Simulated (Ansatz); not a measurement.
# F₂H₂OSZr: basis-set convergence

Aim: see how fast density functionals converge with the basis set for F₂H₂OSZr.

Method: one geometry, several basis sets; program: Ansatz 0.2.0, Gaussian basis.

Plan: PBE0-D4/def2-SVP; ωB97M-V/def2-SVP; PBE0-D4/def2-QZVPP; ωB97M-V/def2-QZVPP; the functionals' def2-TZVPP values are taken from earlier runs.

**1. The relaxed structure**

The geometry comes from an earlier relaxation with PBE0-D4 in a triple-zeta def2 set; it is a stationary point, not always the lowest conformer. Zr takes the def2 core potential; no spin-orbit term is included.

SMILES `[OH][Zr]([F])([F])[SH]`, 7 atoms, charge 0, spin multiplicity 1.

Atoms are counted from 1 here; the program's logs count them from 0.

Bond lengths: O1–Zr2 1.897 Å, O1–H6 0.954 Å, Zr2–F3 1.900 Å, Zr2–F4 1.900 Å, Zr2–S5 2.457 Å, S5–H7 1.346 Å. Angles: Zr2–O1–H6 167.1°, O1–Zr2–F3 111.5°, O1–Zr2–F4 111.5°, O1–Zr2–S5 107.4°, F3–Zr2–F4 107.3°, F3–Zr2–S5 109.6°, F4–Zr2–S5 109.6°, Zr2–S5–H7 90.8°.

**2. PBE0-D4 in def2-SVP**

in.yaml

```yaml
crystal:
  periodic: [false, false, false]
  atoms:
    - {symbol: O, position_ang: [-1.073423, 0.353602, 0.990444]}
    - {symbol: Zr, position_ang: [0.227070, -0.603747, -0.005533]}
    - {symbol: F, position_ang: [1.599504, -1.286453, 1.117950]}
    - {symbol: F, position_ang: [-0.544633, -2.082700, -0.915727]}
    - {symbol: S, position_ang: [1.196620, 0.954868, -1.638145]}
    - {symbol: H, position_ang: [-1.750865, 0.648310, 1.593326]}
    - {symbol: H, position_ang: [0.407126, 1.948219, -1.188115]}
basis:
  gaussian: {orbitals: def2-SVP}
hamiltonian: {xc: pbe0, dispersion: d4}
output: {orbitals: {seedname: orbitals}}
```

The run is started by

```console
$ ansatz run in.yaml --threads 4 --pin off --events-out ev --progress --plain --max-ram 10444MiB
```

The runs that follow: ωB97M-V in def2-SVP; PBE0-D4 in def2-QZVPP; ωB97M-V in def2-QZVPP.

Q: Predict the results of all the runs planned. Wanted: PBE0-D4: double and triple zeta above quadruple; ωB97M-V: double and triple zeta above quadruple.

**Answer**, as computed:

| quantity | value |
| --- | --- |
| PBE0-D4: double and triple zeta above quadruple | 14.17, 0.83 eV |
| ωB97M-V: double and triple zeta above quadruple | 14.30, 0.79 eV |

In words: PBE0-D4 gains 13.34 eV from double to triple zeta, then 0.83 eV more. These are total energies; as a rule much of such shifts cancels in differences, which this series doesn't test.
